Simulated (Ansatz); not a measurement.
# AlClH4N2: the cost of one run

All numbers below are computed with Ansatz 0.2.0 (RKS PBE/def2-SVP).

1 further run of the same task is left out (it didn't finish).

## (1) The starting structure

Bond lengths: N1–Al2 1.868 Å, Al2–N3 1.885 Å, Al2–Cl4 2.170 Å, N1–H5 1.106 Å, N1–H6 1.071 Å, N3–H7 1.100 Å, N3–H8 1.026 Å. Angles: N1–Al2–N3 119.0°, N1–Al2–Cl4 121.5°, N3–Al2–Cl4 119.4°, Al2–N1–H5 106.5°, Al2–N1–H6 109.4°, H5–N1–H6 102.1°, Al2–N3–H7 107.6°, Al2–N3–H8 109.3°, H7–N3–H8 102.7°.

Coordinates:

```xyz
8

N    -0.2150    1.6676   -0.1581
Al   -0.2010   -0.1952   -0.3012
N     0.7457   -1.2030    0.9794
Cl   -1.1752   -1.2141   -1.9510
H    -0.8823    2.0397   -0.9579
H    -0.7449    1.9527    0.7281
H     1.8061   -0.9167    0.9113
H     0.7588   -2.1882    0.6937
```

## (2) Relaxing end A

File input.yaml:

```yaml
crystal:
  periodic: [false, false, false]
  atoms:
    - { symbol: "N", position_ang: [-0.215, 1.6676, -0.1581] }
    - { symbol: Al, position_ang: [-0.201, -0.1952, -0.3012] }
    - { symbol: "N", position_ang: [0.7457, -1.203, 0.9794] }
    - { symbol: Cl, position_ang: [-1.1752, -1.2141, -1.951] }
    - { symbol: H, position_ang: [-0.8823, 2.0397, -0.9579] }
    - { symbol: H, position_ang: [-0.7449, 1.9527, 0.7281] }
    - { symbol: H, position_ang: [1.8061, -0.9167, 0.9113] }
    - { symbol: H, position_ang: [0.7588, -2.1882, 0.6937] }
basis:
  gaussian: { orbitals: def2-SVP }
hamiltonian:
  xc: pbe
relax:
  f_tol: 0.015
  max_steps: 40
```

On the command line:

```console
$ ansatz run input.yaml --threads 1 --pin off --max-ram 2048MiB --backend cpu --events-out ev --progress --plain --runs-dir out
```

What time and memory should one allow on 1 thread of Arm Neoverse V1, shared host?

About 23 s, with a peak of 0.12 GiB.
